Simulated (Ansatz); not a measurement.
Ir4W:

```
Ir W
1.0
     1.37784    0.79550   11.31056
    -1.37784    0.79550   11.31056
     0.00000   -1.59099   11.31056
Ir W
4 1
Direct
  0.39967 0.39967 0.39967
  0.80081 0.80081 0.80081
  0.19919 0.19919 0.19919
  0.60033 0.60033 0.60033
  0.00000 0.00000 0.00000
```

The cell comes from a database or a generator and needn't be the stable form of this composition.

Base run:

```yaml
Program: Ansatz 0.2.0
Functional: r2SCAN
Potentials_or_basis: Ansatz PAW
Cutoff: "500 eV (not typed: the program's choice for these potentials)"
k_mesh: 11 × 11 × 11
Occupations: fermi-dirac, width 0.05 eV
Spin: no spin polarisation
```

Its results: band gap on the k mesh none (metal or under the smearing width); pressure -8.2 GPa; largest force 0.059 eV/Å.

After a change of settings the same cell gave: band gap on the k mesh none (metal or under the smearing width); pressure 13.6 GPa; largest force 0.092 eV/Å. Which change was it?
A. functional from r2SCAN to revPBE; cutoff from 500 eV (not typed: the program's choice for these potentials) to 420 eV (not typed: the program's choice for these potentials)
B. functional from r2SCAN to RPBE; cutoff from 500 eV (not typed: the program's choice for these potentials) to 420 eV (not typed: the program's choice for these potentials)
C. functional from r2SCAN to LDA; cutoff from 500 eV (not typed: the program's choice for these potentials) to 420 eV (not typed: the program's choice for these potentials)
D. functional from r2SCAN to BLYP; cutoff from 500 eV (not typed: the program's choice for these potentials) to 420 eV (not typed: the program's choice for these potentials)

D.

Caveats: spin-orbit coupling is left out, which moves the levels of the heavy elements; the PAW data sets come from PBE, with cores solved anew for the run's functional, which leaves a small shift of forces and pressure.

Runs at the PBE level aren't shown here.
